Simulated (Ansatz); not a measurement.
# CrIrO4: the cost of one run

Method: DFT r²SCAN without U, plane waves, PAW, no spin–orbit coupling unless a run says so, in Ansatz 0.2.0.

### 1 The structure to begin with

It takes space group Cmmm (No. 65, orthorhombic). The conventional cell has a = 6.303 Å, b = 6.336 Å, c = 3.065 Å, α = 90.00°, β = 90.00°, γ = 90.00°. Cr (site symmetry mmm) has 6 O at 1.91 to 1.95 Å in its first shell of neighbours. Ir (site symmetry mmm) has 6 O at 1.95 to 1.98 Å in its first shell of neighbours. O (site symmetry 2mm) has 2 Cr at 1.95 Å and 1 Ir at 1.95 Å in its first shell of neighbours. O (site symmetry m2m) has 1 Cr at 1.91 Å and 2 Ir at 1.98 Å in its first shell of neighbours.

Coordinates:

```cif
data_structure
_symmetry_space_group_name_H-M 'Cmmm'
_symmetry_Int_Tables_number 65
_cell_length_a 6.3026
_cell_length_b 6.3360
_cell_length_c 3.0651
_cell_angle_alpha 90.000
_cell_angle_beta 90.000
_cell_angle_gamma 90.000
_cell_volume 122.40
loop_
_atom_site_label
_atom_site_type_symbol
_atom_site_symmetry_multiplicity
_atom_site_Wyckoff_symbol
_atom_site_fract_x
_atom_site_fract_y
_atom_site_fract_z
_atom_site_occupancy
Cr1 Cr 2 d 0.00000 0.00000 0.50000 1
Ir1 Ir 2 b 0.50000 0.00000 0.00000 1
O1 O 4 g 0.80925 0.00000 0.00000 1
O2 O 4 j 0.50000 0.80174 0.50000 1
```

Magnetic order typed: ferromagnetic.

An earlier series on this cell reached its lowest free state from «from atoms, default search», perhaps among other starts.

### 2 Random orbitals: single harmonics, second filling

Input file input.yaml:

```yaml
crystal:
  lattice:
    - [3.15127595, -3.16799636, 0.0]
    - [3.15127595, 3.16799636, 0.0]
    - [0.0, 0.0, 3.0650749]
  atoms:
    - { symbol: Cr, position: [0.0, 0.0, 0.5], spin: 1.0 }
    - { symbol: Ir, position: [0.5, 0.5, 0.0], spin: 0.3 }
    - { symbol: O, position: [0.80924638, 0.80924638, 0.0] }
    - { symbol: O, position: [0.69826365, 0.30173635, 0.5] }
    - { symbol: O, position: [0.19075362, 0.19075362, 0.0] }
    - { symbol: O, position: [0.30173635, 0.69826365, 0.5] }
basis:
  ecutwfc: 500
  ecutrho_ratio: 4
kpoints:
  mp_grid: { grid: [4, 4, 6] }
hamiltonian:
  xc: r2scan
  hubbard:
    sites:
      - { site: 0, l: d, u_eff: 0.0, starting_ns: [{ spin: up, occupation_matrix: s0up }, { spin: down, occupation_matrix: s0down }] }
      - { site: 1, l: d, u_eff: 0.0, starting_ns: [{ spin: up, occupation_matrix: s1up }, { spin: down, occupation_matrix: s1down }] }
    occupation_matrices:
      s0up:
        matrix:
          - [0.97, 0.0, 0.0, 0.0, 0.0]
          - [0.0, 0.02, 0.0, 0.0, 0.0]
          - [0.0, 0.0, 0.97, 0.0, 0.0]
          - [0.0, 0.0, 0.0, 0.02, 0.0]
          - [0.0, 0.0, 0.0, 0.0, 0.02]
      s0down:
        matrix:
          - [0.02, 0.0, 0.0, 0.0, 0.0]
          - [0.0, 0.02, 0.0, 0.0, 0.0]
          - [0.0, 0.0, 0.02, 0.0, 0.0]
          - [0.0, 0.0, 0.0, 0.97, 0.0]
          - [0.0, 0.0, 0.0, 0.0, 0.02]
      s1up:
        matrix:
          - [0.02, 0.0, 0.0, 0.0, 0.0]
          - [0.0, 0.97, 0.0, 0.0, 0.0]
          - [0.0, 0.0, 0.02, 0.0, 0.0]
          - [0.0, 0.0, 0.0, 0.02, 0.0]
          - [0.0, 0.0, 0.0, 0.0, 0.97]
      s1down:
        matrix:
          - [0.97, 0.0, 0.0, 0.0, 0.0]
          - [0.0, 0.02, 0.0, 0.0, 0.0]
          - [0.0, 0.0, 0.02, 0.0, 0.0]
          - [0.0, 0.0, 0.0, 0.02, 0.0]
          - [0.0, 0.0, 0.0, 0.0, 0.97]
    ns_hold: { iters: 5 }
scf:
  occupations: { method: gaussian, width: 0.05 }
  lower_state_search: "off"
  max_iter: 150
output:
  forces: true
  stress: true
  eigenvalues: true
  populations: true
  hubbard: { sites: [{ site: 0, l: d }, { site: 1, l: d }] }
magnetization:
  spin_polarized: true
```

The typed matrices put 0.97 on the chosen orbitals and 0.02 on the others, and are held for 5 cycles.

The run is started by

```sh
> ansatz run input.yaml --threads 8 --pin off --max-ram 12288MiB --backend cpu --events-out ev --progress --plain --runs-dir out
```

**Question.** How long does this run take on 8 threads of Arm Neoverse N1, shared host, and how much memory does it need?

About 15 s, with a peak of 0.73 GiB.
